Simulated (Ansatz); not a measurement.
**CH₈GeO₂Si: up Jacob's ladder to CCSD(T)**

An exercise on one series of results from a longer session: the logs are not shown, and one member is left open.

Computed with Ansatz 0.2.0, Gaussian basis. Level: functionals in def2-TZVPP, the program's frozen cores in correlated methods.

The runs, in order: PBE-D4, r2SCAN-D4, PBE0-D4, B3LYP-D4, ωB97X-V, ωB97M-V, B2PLYP; CCSD(T)/def2-TZVPP; MP2/def2-QZVPP; extrapolation to the limit.

## Structure used throughout

An earlier PBE0-D4 in a triple-zeta def2 set relaxation fixed the geometry.

SMILES `O[SiH](O)[CH2][GeH3]`, 13 atoms, charge 0, spin multiplicity 1.

Atoms are counted from 1 here; the program's logs count them from 0.

Bond lengths: O1–Si2 1.640 Å, O1–H6 0.958 Å, Si2–O3 1.648 Å, Si2–C4 1.846 Å, Si2–H7 1.492 Å, O3–H8 0.957 Å, C4–Ge5 1.962 Å, C4–H9 1.094 Å, C4–H10 1.094 Å, Ge5–H11 1.535 Å, Ge5–H12 1.540 Å, Ge5–H13 1.540 Å. Angles: Si2–O1–H6 117.6°, O1–Si2–O3 108.2°, O1–Si2–C4 105.6°, O1–Si2–H7 111.6°, O3–Si2–C4 113.5°, O3–Si2–H7 107.4°, C4–Si2–H7 110.5°, Si2–O3–H8 117.2°, Si2–C4–Ge5 113.8°, Si2–C4–H9 109.6°, Si2–C4–H10 109.3°, Ge5–C4–H9 108.2°, Ge5–C4–H10 108.2°, H9–C4–H10 107.5°, C4–Ge5–H11 110.4°, C4–Ge5–H12 109.7°, C4–Ge5–H13 110.1°, H11–Ge5–H12 109.1° and more.

Set-up of the first run:

File in.yaml:

```yaml
crystal:
  periodic: [false, false, false]
  atoms:
    - {symbol: O, position_ang: [-0.410019, 1.366404, 1.299508]}
    - {symbol: Si, position_ang: [0.509078, 1.039405, -0.018586]}
    - {symbol: O, position_ang: [2.012924, 1.664082, 0.236291]}
    - {symbol: C, position_ang: [0.493828, -0.797998, -0.191286]}
    - {symbol: Ge, position_ang: [-1.304783, -1.581605, -0.171578]}
    - {symbol: H, position_ang: [-0.395666, 2.262101, 1.638885]}
    - {symbol: H, position_ang: [-0.041108, 1.684889, -1.246248]}
    - {symbol: H, position_ang: [2.446372, 2.077922, -0.510248]}
    - {symbol: H, position_ang: [1.071248, -1.248562, 0.621370]}
    - {symbol: H, position_ang: [0.978141, -1.076894, -1.131890]}
    - {symbol: H, position_ang: [-1.872893, -1.580386, 1.254029]}
    - {symbol: H, position_ang: [-1.244769, -3.031239, -0.689130]}
    - {symbol: H, position_ang: [-2.242354, -0.778099, -1.091116]}
basis:
  gaussian: {orbitals: def2-TZVPP}
hamiltonian: {xc: pbe, dispersion: d4}
output: {forces: true, orbitals: {seedname: orbitals}}
```

Run with:

```sh
> ansatz run in.yaml --threads 2 --pin off --events-out ev --progress --plain --max-ram 22528MiB --backend cuda --devices 0, --max-vram 18GiB
```

Steps of the session up to this table: PBE-D4 (GGA); r2SCAN-D4 (meta-GGA); PBE0-D4 (hybrid); B3LYP-D4 (hybrid); ωB97X-V (range-separated); ωB97M-V (range-separated); B2PLYP (double hybrid); CCSD(T) in def2-TZVPP; MP2 in def2-QZVPP.

One table of the session follows, with a row left open; its other results are not shown here.

| method | atomisation energy (kcal/mol) |
| --- | --- |
| PBE-D4 | 1094.9 |
| r2SCAN-D4 | ? |
| PBE0-D4 | 1080.7 |
| B3LYP-D4 | 1086.5 |
| ωB97X-V | 1096.7 |
| ωB97M-V | 1093.0 |
| B2PLYP | 1078.4 |
| HF/def2-TZVPP | 796.8 |
| MP2/def2-TZVPP | 1084.2 |
| CCSD/def2-TZVPP | 1058.0 |
| CCSD(T)/def2-TZVPP | 1071.9 |
| MP2/CBS | 1111.8 |
| CCSD(T)/CBS | 1099.5 |

Estimate the missing values for r2SCAN-D4.

**Answer.** atomisation energy (kcal/mol): 1093.6. In the column «atomisation energy (kcal/mol)» it lies between ωB97M-V (1093.0) and PBE-D4 (1094.9).
